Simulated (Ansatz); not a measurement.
Geometry optimisation, DFT PBE, scalar-relativistic, plane waves, PAW in Ansatz.

Input file:

```yaml
crystal:
  lattice:
    - [7.67918, 0.0, 0.0]
    - [3.83959, 6.650365, 0.0]
    - [0.0, 0.0, 18.868765]
  atoms:
    - { symbol: H, position: [0.16666666, 0.16666666, 0.05299764] }
    - { symbol: H, position: [0.66666664, 0.16666666, 0.05299764] }
    - { symbol: H, position: [0.16666666, 0.66666663, 0.05299764] }
    - { symbol: H, position: [0.66666664, 0.66666663, 0.05299764] }
    - { symbol: Si, position: [0.16666666, 0.16666666, 0.1324941] }
    - { symbol: Si, position: [0.66666664, 0.16666666, 0.1324941] }
    - { symbol: Si, position: [0.16666666, 0.66666663, 0.1324941] }
    - { symbol: Si, position: [0.66666664, 0.66666663, 0.1324941] }
    - { symbol: Si, position: [-0.16666666, 0.33333332, 0.17403116] }
    - { symbol: Si, position: [0.33333332, 0.33333332, 0.17403116] }
    - { symbol: Si, position: [-0.16666666, 0.83333329, 0.17403116] }
    - { symbol: Si, position: [0.33333332, 0.83333329, 0.17403116] }
    - { symbol: Si, position: [-0.16666666, 0.33333332, 0.29864233] }
    - { symbol: Si, position: [0.33333332, 0.33333332, 0.29864233] }
    - { symbol: Si, position: [-0.16666666, 0.83333329, 0.29864233] }
    - { symbol: Si, position: [0.33333332, 0.83333329, 0.29864233] }
    - { symbol: Si, position: [0.0, 0.0, 0.34017939] }
    - { symbol: Si, position: [0.49999998, 0.0, 0.34017939] }
    - { symbol: Si, position: [0.0, 0.49999997, 0.34017939] }
    - { symbol: Si, position: [0.49999998, 0.49999997, 0.34017939] }
    - { symbol: H, position: [0.0, 0.49999997, 0.41702597] }
    - { symbol: H, position: [0.49999998, 0.49999997, 0.41702597] }
    - { symbol: Ni, position: [0.49679729, 0.83433626, 0.44829457], spin: 1.0 }
magnetization:
  spin_polarized: true
basis:
  ecutwfc: 420.0
kpoints:
  mp_grid: { grid: [2, 2, 1] }
hamiltonian:
  xc: pbe
  pseudopotentials: { kind: paw, azcp: { folder: soft_1 } }
scf:
  occupations: { method: gaussian, width: 0.05 }
  lower_state_search: "off"
relax:
  f_tol: 0.03
  max_steps: 60
  adjacent_minimum: "off"
  constraints: [{ sites: [0, 1, 2, 3, 4, 5, 6, 7] }]
```

Run as:

```bash
$ ansatz run input.yaml --threads 2 --pin off --max-ram 5120MiB --backend cpu --events-out ev --progress --plain --runs-dir out
```

Question: Where does it end, and by what steps?

Answer: It converged. Limits of this set-up: coarse k mesh, thin slab, slab without dipole correction. After 14 steps the energy has fallen by 1.651 eV; Ni23 moved furthest, 1.56 Å. Joined: Si16–Ni23 (3.09 → 2.22 Å), Si17–Ni23 (3.93 → 2.36 Å), Si20–Ni23 (3.27 → 2.34 Å), H22–Ni23 (2.62 → 1.74 Å).

```json
{"step": "0", "energy less start (eV)": "0.0000", "largest force component (eV/Å)": "1.296", "accepted": "yes"}
{"step": "1", "energy less start (eV)": "-0.3119", "largest force component (eV/Å)": "0.919", "accepted": "yes"}
{"step": "2", "energy less start (eV)": "-0.5023", "largest force component (eV/Å)": "0.587", "accepted": "yes"}
{"step": "3", "energy less start (eV)": "-0.7131", "largest force component (eV/Å)": "0.712", "accepted": "yes"}
{"step": "4", "energy less start (eV)": "-0.9570", "largest force component (eV/Å)": "0.650", "accepted": "yes"}
{"step": "5", "energy less start (eV)": "-1.1743", "largest force component (eV/Å)": "0.489", "accepted": "yes"}
{"step": "6", "energy less start (eV)": "-1.3326", "largest force component (eV/Å)": "0.342", "accepted": "yes"}
{"step": "7", "energy less start (eV)": "-1.4122", "largest force component (eV/Å)": "0.234", "accepted": "yes"}
{"step": "8", "energy less start (eV)": "-1.5201", "largest force component (eV/Å)": "0.355", "accepted": "yes"}
{"step": "9", "energy less start (eV)": "-1.6258", "largest force component (eV/Å)": "0.209", "accepted": "yes"}
{"step": "10", "energy less start (eV)": "-1.6392", "largest force component (eV/Å)": "0.176", "accepted": "yes"}
{"step": "11", "energy less start (eV)": "-1.6371", "largest force component (eV/Å)": "0.184", "accepted": "no"}
{"step": "12", "energy less start (eV)": "-1.6495", "largest force component (eV/Å)": "0.072", "accepted": "yes"}
{"step": "13", "energy less start (eV)": "-1.6493", "largest force component (eV/Å)": "0.067", "accepted": "no"}
{"step": "14", "energy less start (eV)": "-1.6508", "largest force component (eV/Å)": "0.019", "accepted": "yes"}
```

```xyz
23
Lattice="7.6792 0.0000 0.0000 3.8396 6.6504 0.0000 0.0000 0.0000 18.8688" Properties=species:S:1:pos:R:3
H 1.920 1.108 1.000
H 5.759 1.108 1.000
H 3.840 4.434 1.000
H 7.679 4.434 1.000
Si 1.920 1.108 2.500
Si 5.759 1.108 2.500
Si 3.840 4.434 2.500
Si 7.679 4.434 2.500
Si -0.007 2.213 3.328
Si 3.845 2.213 3.322
Si 1.920 5.559 3.342
Si 5.759 5.528 3.113
Si 0.018 2.245 5.725
Si 3.828 2.228 5.709
Si 1.901 5.636 5.740
Si 5.834 5.755 5.349
Si 0.124 -0.011 6.517
Si 3.757 0.022 6.683
Si 1.930 3.400 6.468
Si 5.754 3.493 6.345
H 1.930 3.360 7.969
H 5.732 3.799 7.929
Ni 5.750 5.500 7.554
```

Whether the end is a true minimum wasn't checked by a vibrational analysis.

Run time: 4.4 min on 2 threads of Arm Neoverse V2, with other jobs on the host, peak memory 1.5 GiB.
